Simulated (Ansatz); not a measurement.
# GeNH₄ (quartet): the correlation ladder at distance Ge1–H5 along a hydrogen transfer = 1.829 Å, cc-pVDZ

One table from this session's results is given with a row withheld; the runs are named, their logs left out.

Method: cc-pVDZ, core rule «outside noble gas», up to 15 orbitals frozen; program: Ansatz 0.2.0, Gaussian basis.

To be run: UHF; CCSD(T) on ROHF; CCSD(T) on UHF; BCCD(T) on ROHF; CISD; CCSDT(Q) on ROHF; CCSDT(Q) on UHF; CASSCF and MRCISD+Q, 5 electrons in 5 orbitals; CASSCF and NEVPT2, 5 electrons in 5 orbitals.

10 further runs of the same task are left out: 1 for a mislabelled method, 7 that didn't finish, 2 set aside as unsound or not needed.

### What is computed

The geometry derives from fragments relaxed apart (PBE0/def2-TZVP) and kept rigid, so it is no stationary point. A hydrogen atom is moved between rigid fragments. No spin-orbit coupling is included. The filled d shell of Ge may be among the frozen orbitals whatever the setting's name suggests; the logs give the count.

6 atoms, charge 0, spin multiplicity 4.

Atoms are counted from 1 here; the program's logs count them from 0.

Bond lengths: Ge1–H2 1.534 Å, Ge1–H3 1.534 Å, Ge1–H4 1.534 Å, Ge1–H5 1.829 Å. Angles: H2–Ge1–H3 109.5°, H2–Ge1–H4 109.5°, H2–Ge1–H5 109.5°, H3–Ge1–H4 109.5°, H3–Ge1–H5 109.5°, H4–Ge1–H5 109.5°.

The first run:

Input file in.yaml:

```yaml
crystal:
  periodic: [false, false, false]
  atoms:
    - {symbol: Ge, position_ang: [-0.507296, 0.000000, 0.000000]}
    - {symbol: H, position_ang: [-1.018746, 1.446599, 0.000000]}
    - {symbol: H, position_ang: [-1.018746, -0.723300, 1.252792]}
    - {symbol: H, position_ang: [-1.018746, -0.723299, -1.252792]}
    - {symbol: H, position_ang: [1.321704, 0.000000, 0.000000]}
    - {symbol: N, position_ang: [2.755704, 0.000000, 0.000000]}
basis:
  gaussian: {orbitals: cc-pVDZ}
magnetization: {spin_polarized: true, initial_magnetization: 3}
hamiltonian: {xc: hf}
output: {orbitals: {seedname: orbitals}}
```

Command:

```console
$ ansatz run in.yaml --threads 1 --pin off --events-out ev --progress --plain --max-ram 2393MiB
```

Among the steps run: UHF; CCSD(T) on ROHF; CCSD(T) on UHF; BCCD(T) on ROHF; CISD; CCSDT(Q) on ROHF; CCSDT(Q) on UHF; CASSCF and MRCISD+Q, 5 electrons in 5 orbitals; CASSCF and NEVPT2, 5 electrons in 5 orbitals.

One of the session's tables, all rows but one given; the rest of the session is left out.

```
       method  from UCCSDT(Q) (kJ/mol)
         ROHF                        ?
          UHF                   +656.5
         RMP2                   +147.8
         UMP2                   +142.7
         CISD                    +72.7
        RCCSD                    +16.7
        UCCSD                    +15.9
     RCCSD(T)                     +3.8
     UCCSD(T)                     +3.5
      BCCD(T)                     +3.7
       RCCSDT                     +0.9
       UCCSDT                     +0.6
    RCCSDT(Q)                     +0.3
    UCCSDT(Q)                        0
  CASSCF pair                   +617.1
  NEVPT2 pair                   +130.0
  MRCISD pair                    +57.7
MRCISD+Q pair                     +4.2
```

Estimate the missing values for ROHF.

The run gave: from UCCSDT(Q) (kJ/mol): +686.5. In the column «from UCCSDT(Q) (kJ/mol)» it is the highest.

Caveats from the session: Restricted and unrestricted rows rest on different reference determinants; where their highest levels disagree by more than a few hundredths of an eV, they describe different states and don't form one ladder.
